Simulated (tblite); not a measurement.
# C2H10FN3Si: the cost of one run

Programs: tblite 0.8.0 and PySCF 2.14.0, with density-fitted response routines of our own. Each step states its level of theory. These are calculated values for one molecule in the gas phase, unless marked as measured. Atoms count from 0, in the outputs and in this text.

### 1 Starting geometry

17 atoms, charge 0, multiplicity 1; geometry from: force field or distance geometry start.

Bonds of the start (Å): N0–C1 1.46, C1–C2 1.54, C2–N3 1.43, N3–Si4 1.78, Si4–N5 1.79, Si4–F6 1.67, N0–H7 1.05, N0–H8 1.04, C1–H9 1.10, C1–H10 1.11, C2–H11 1.10, C2–H12 1.11, N3–H13 1.05, Si4–H14 1.48, N5–H15 1.02, N5–H16 1.04.

### 2 Geometry optimisation with GFN2-xTB

Job settings and geometry (Å):

```
{"job": {"kind": "relax", "xc": "GFN2-xTB", "basis": "xTB"}, "charge": 0, "multiplicity": 1}
N     -2.245600     0.952700     0.728900
C     -1.977000     0.244700    -0.517600
C     -0.443600     0.109300    -0.572800
N     -0.019700    -0.619800     0.582500
Si     1.754900    -0.809700     0.572000
N      2.386000     0.338500    -0.648600
F      2.274400    -2.361700     0.241600
H     -2.823000     0.335000     1.343000
H     -1.361800     1.278700     1.180500
H     -2.431800    -0.756300    -0.540800
H     -2.264000     0.907400    -1.356100
H     -0.095000    -0.305200    -1.525900
H     -0.059300     1.147900    -0.473700
H     -0.526600    -1.526700     0.732500
H      2.270000    -0.353500     1.882500
H      3.320000     0.111900    -0.993900
H      2.235200     1.319000    -0.345000
```

On the command line:

```sh
$ OMP_NUM_THREADS=1 python probes_run.py task.json out
```

The driver reads the jobs from task.json and runs them one after another.

Q: Estimate the wall time of this first job on 1 thread of Arm Neoverse N1, shared host.

About 1.5 s.
